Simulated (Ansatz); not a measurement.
# CH6BFO2Si: the cost of one run

All numbers below are computed with Ansatz 0.2.0 (RKS B3LYP-D4/6-31G*).

## 1. The system as given

Bond lengths: B1–Si2 1.995 Å, Si2–O3 1.704 Å, Si2–F4 1.618 Å, Si2–O5 1.739 Å, O5–C6 1.397 Å, B1–H7 1.170 Å, B1–H8 1.128 Å, O3–H9 1.042 Å, C6–H10 1.110 Å, C6–H11 1.115 Å, C6–H12 1.110 Å. Angles (14 of 17 angles, heavy atoms first): B1–Si2–O3 108.5°, B1–Si2–F4 110.7°, B1–Si2–O5 109.2°, O3–Si2–F4 108.9°, O3–Si2–O5 110.1°, F4–Si2–O5 109.3°, Si2–O5–C6 110.3°, Si2–B1–H7 118.1°, Si2–B1–H8 118.2°, Si2–O3–H9 106.1°, O5–C6–H10 109.2°, O5–C6–H11 110.5°, O5–C6–H12 107.7°, H7–B1–H8 123.6°.

Coordinates:

```xyz
12

B     0.3097   -1.9008   -0.0160
Si   -0.4850   -0.2103    0.6835
O    -0.5517   -0.3064    2.3837
F    -1.9843   -0.0037    0.1108
O     0.5071    1.1328    0.1986
C     0.2383    1.4805   -1.1270
H     1.2702   -1.8239   -0.6791
H    -0.2302   -2.8697    0.1906
H     0.4368   -0.2942    2.7135
H     0.4628    0.6145   -1.7840
H    -0.8193    1.8161   -1.2358
H     0.9225    2.3099   -1.4046
```

## 2. End point A

Contents of input.yaml:

```yaml
crystal:
  periodic: [false, false, false]
  atoms:
    - { symbol: B, position_ang: [0.3097, -1.9008, -0.016] }
    - { symbol: Si, position_ang: [-0.485, -0.2103, 0.6835] }
    - { symbol: O, position_ang: [-0.5517, -0.3064, 2.3837] }
    - { symbol: F, position_ang: [-1.9843, -0.0037, 0.1108] }
    - { symbol: O, position_ang: [0.5071, 1.1328, 0.1986] }
    - { symbol: C, position_ang: [0.2383, 1.4805, -1.127] }
    - { symbol: H, position_ang: [1.2702, -1.8239, -0.6791] }
    - { symbol: H, position_ang: [-0.2302, -2.8697, 0.1906] }
    - { symbol: H, position_ang: [0.4368, -0.2942, 2.7135] }
    - { symbol: H, position_ang: [0.4628, 0.6145, -1.784] }
    - { symbol: H, position_ang: [-0.8193, 1.8161, -1.2358] }
    - { symbol: H, position_ang: [0.9225, 2.3099, -1.4046] }
basis:
  gaussian: { orbitals: "6-31G*" }
hamiltonian:
  xc: b3lyp
  dispersion: d4
relax:
  f_tol: 0.015
  max_steps: 40
```

Started as:

```
$ ansatz run input.yaml --threads 2 --pin off --max-ram 3072MiB --backend cpu --events-out ev --progress --plain --runs-dir out
```

Q: Estimate wall time and peak memory on 2 threads of Arm Neoverse V1, shared host.

About 73 s, with a peak of 0.24 GiB.
